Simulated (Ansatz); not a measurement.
Runs of Ansatz 0.2.0 on CsLiCr2Te2S3. The structure is trigonal, space group R32 (No. 155). The conventional cell has a = 6.639 Å, b = 6.639 Å, c = 20.639 Å, α = 90.00°, β = 90.00°, γ = 120.00°. Cs (site symmetry 32) is surrounded by 6 Te at 3.84 Å and 6 S at 4.04 Å and 2 Cr at 4.16 Å. Around Li (site symmetry 32) lie 3 S at 2.41 Å. Around Cr (site symmetry 3) lie 3 S at 2.24 Å and 1 Te at 2.45 Å. Around Te (site symmetry 3) lie 1 Cr at 2.45 Å. Around S (site symmetry 2) lie 2 Cr at 2.24 Å and 1 Li at 2.41 Å. The cell was built by a generator and needn't be a form met in nature.

```tsv
task	level	cell	k mesh	points for each segment of the path	target pressure (GPa)	gap on the mesh (eV)	pressure (GPa)	moment (μB)	relaxed volume (Å³/atom)
band structure	RPBE	as given	5 × 5 × 5	10	-	none	1.8	4.00	-
relaxation of cell and atoms	PBE+D4	relaxed	4 × 4 × 4	-	-	none	0.0	4.00	26.47
relaxation of cell and atoms	PBE	relaxed to 20 GPa	4 × 4 × 4	-	20	none	20.0	3.92	-
relaxation of cell and atoms	RPBE	relaxed	4 × 4 × 4	-	-	none	0.0	4.00	(a)
relaxation of cell and atoms	PBE	relaxed to 10 GPa	4 × 4 × 4	-	10	none	10.0	4.00	-
```

Alike in all rows: potentials or basis Ansatz PAW; spin collinear, ferromagnetic start; cutoff (eV) 420; smearing fermi-dirac 0.05 eV.

Task: Fill in the values left out.

Result: (a) 35.03.

Caveats: only a ferromagnetic start was run, and an antiferromagnetic order may lie lower in energy; the plane-wave basis is chosen anew once the cell has moved, so the energies of steps on either side of that aren't comparable (some runs); the volume moved by over 15 % at a fixed basis, so the end points are rough (some runs); the PAW data sets come from PBE, with cores solved anew for the run's functional, which leaves a small shift of forces and pressure (some runs); spin-orbit coupling is left out, which moves the levels of the heavy elements (some runs); pairwise dispersion overbinds metals, which lowers pressure and volume (some runs).

A k mesh can miss the band edges, and the runs leave out spin-orbit coupling on Cs, Te.

A gap of «none» marks a metal or a gap under the smearing width.
